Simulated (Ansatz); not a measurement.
## Mg3Te in Ansatz: the effect of target pressure

Crystal: Mg3Te.

```
Te Mg
1.0
    -2.13936    2.13936    5.28249
     2.13936   -2.13936    5.28249
     2.13936    2.13936   -5.28249
Te Mg
1 3
Direct
  0.00000 0.00000 0.00000
  0.25000 0.75000 0.50000
  0.75000 0.25000 0.50000
  0.50000 0.50000 0.00000
```

The cell comes from a database or a generator and needn't be the stable form of this composition.

Alike in all runs:

```yaml
Program: Ansatz 0.2.0
Task: relaxation of cell and atoms
Functional: PBEsol
Potentials_or_basis: Ansatz PAW
Cutoff: "420 eV (not typed: the program's choice for these potentials)"
k_mesh: 9 × 9 × 9
Occupations: fermi-dirac, width 0.05 eV
Spin: no spin polarisation
```

Each run relaxes the cell or the atoms first.

Task: One run gave: relaxed volume 16.31 Å³/atom. Which target pressure did it use?
A. 5 GPa
B. 0 GPa
C. 30 GPa
D. 2 GPa
E. 20 GPa

Result: C.

```tsv
target pressure	relaxed volume (Å³/atom)
0 GPa	23.38
2 GPa	22.32
5 GPa	21.11
10 GPa	19.62
20 GPa	17.64
30 GPa	16.31
```

Caveats: the plane-wave basis is chosen anew once the cell has moved, so the energies of steps on either side of that aren't comparable; the PAW data sets come from PBE, with cores solved anew for the run's functional, which leaves a small shift of forces and pressure; the volume moved by over 15 % at a fixed basis, so the end points are rough (some runs).
